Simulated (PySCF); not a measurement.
# How the numerical set-up moves the result for AsO3⁻

The method stays; parts of the set-up, such as the basis or the Hamiltonian, are changed.

The runs use PySCF 2.14.0; method and basis as typed in the scripts.

1 further run of the same task is left out (it didn't finish).

### 1 Where the work starts

AsO3⁻: 4 atoms, charge -1, spin multiplicity 1.

Bond lengths: As1–O2 1.609 Å, As1–O3 1.609 Å, As1–O4 1.609 Å. Angles: O2–As1–O3 120.0°, O2–As1–O4 120.0°, O3–As1–O4 120.0°.

### 2 The base run

input.py

```python
from pyscf import gto, scf

mol = gto.M(
    atom='As 0 0 0; O 1.6093 0 0; O -0.8046 1.3937 0; O -0.8047 -1.3937 0',
    basis='ano-rcc-vdzp',
    charge=-1,
    spin=0,
    verbose=4,
)
mf = scf.RHF(mol)
mf = mf.sfx2c1e()
mf.kernel()
mf.dip_moment()
print('orbital energies (hartree):', mf.mo_energy[..., max(0, mol.nelec[1]-3):mol.nelec[0]+3].round(4))
```

Run with:

```sh
$ OMP_NUM_THREADS=1 python input.py
```

### 3 Cc-pvdz-dk

Edit 1 changes basis set: ano-rcc-vdzp → cc-pvdz-dk.

input.py, as its differences from that of step 2:

```diff
@@ -4,3 +4,3 @@
     atom='As 0 0 0; O 1.6093 0 0; O -0.8046 1.3937 0; O -0.8047 -1.3937 0',
-    basis='ano-rcc-vdzp',
+    basis='cc-pvdz-dk',
     charge=-1,
```

### 4 Jorge-dzp-dkh

Edit 2 changes basis set: ano-rcc-vdzp → jorge-dzp-dkh.

input.py, as its differences from that of step 2:

```diff
@@ -4,3 +4,3 @@
     atom='As 0 0 0; O 1.6093 0 0; O -0.8046 1.3937 0; O -0.8047 -1.3937 0',
-    basis='ano-rcc-vdzp',
+    basis='jorge-dzp-dkh',
     charge=-1,
```

Q: Predict the outcome of this session. Wanted: for each run, E(SCF); from base; gap.

As calculated:

```csv
run,E(SCF) (hartree),from base (eV),cycles,gap (eV),functions
base,-2483.839118,0,9,14.63,69
cc-pvdz-dk,-2483.638762,+5.4520,9,15.00,69
jorge-dzp-dkh,-2483.638987,+5.4459,9,14.71,88
```

In words: Of the runs whose energies can be compared, “cc-pvdz-dk” moves the SCF energy most (+5.452 eV). cc-pvdz-dk (69 functions) gives an energy 5.45 eV higher than ano-rcc-vdzp (69). jorge-dzp-dkh (88 functions) gives an energy 5.45 eV higher than ano-rcc-vdzp (69); size alone doesn't order basis sets of different families.
